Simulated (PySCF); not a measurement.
# CH9BSi2: the cost of one run

The runs use PySCF 2.14.0, with density-fitted response routines of our own; the level of theory stands in each step. All values are computed, except where a source is named. Atoms count from 0, in the outputs and in this text.

## Step 1: Starting geometry

13 atoms, charge 0, multiplicity 1; geometry from: PBE0-D3(BJ)/def2-SVP.

Bonds of the start (Å): B0–C1 1.54, C1–Si2 1.91, Si2–Si3 2.35, B0–H4 1.21, B0–H5 1.21, C1–H6 1.10, C1–H7 1.10, Si2–H8 1.50, Si2–H9 1.50, Si3–H10 1.50, Si3–H11 1.50, Si3–H12 1.50.

## Step 2: NMR shieldings: PBE0/6-31G*

What the job is given:

```
{"job": {"kind": "nmr", "xc": "PBE0", "basis": "6-31G*", "pop": true}, "charge": 0, "multiplicity": 1}
B     -1.727768     0.882068    -0.462460
C     -1.414014    -0.491468     0.153489
Si     0.354523    -0.914652    -0.436987
Si     1.893161     0.758805     0.148124
H     -1.392597     1.898985     0.105332
H     -2.234989     0.974424    -1.557960
H     -2.039547    -1.326622    -0.198872
H     -1.336402    -0.494849     1.252891
H      0.374017    -1.112180    -1.919277
H      0.759964    -2.203907     0.206471
H      1.754472     1.089649     1.600780
H      3.290294     0.289886    -0.106488
H      1.650221     1.999555    -0.650456
```

Level: GIAO PBE0/6-31G* NMR shielding, non-relativistic, gas phase.

On the command line:

```
> OMP_NUM_THREADS=1 python probes_run.py task.json out
```

The driver reads the jobs from task.json and runs them one after another.

**Question.** How long does this first job take on 1 thread of AMD EPYC 9R45, shared host, and how much memory does it need?

About 4.1 s, with a peak of 0.49 GiB.
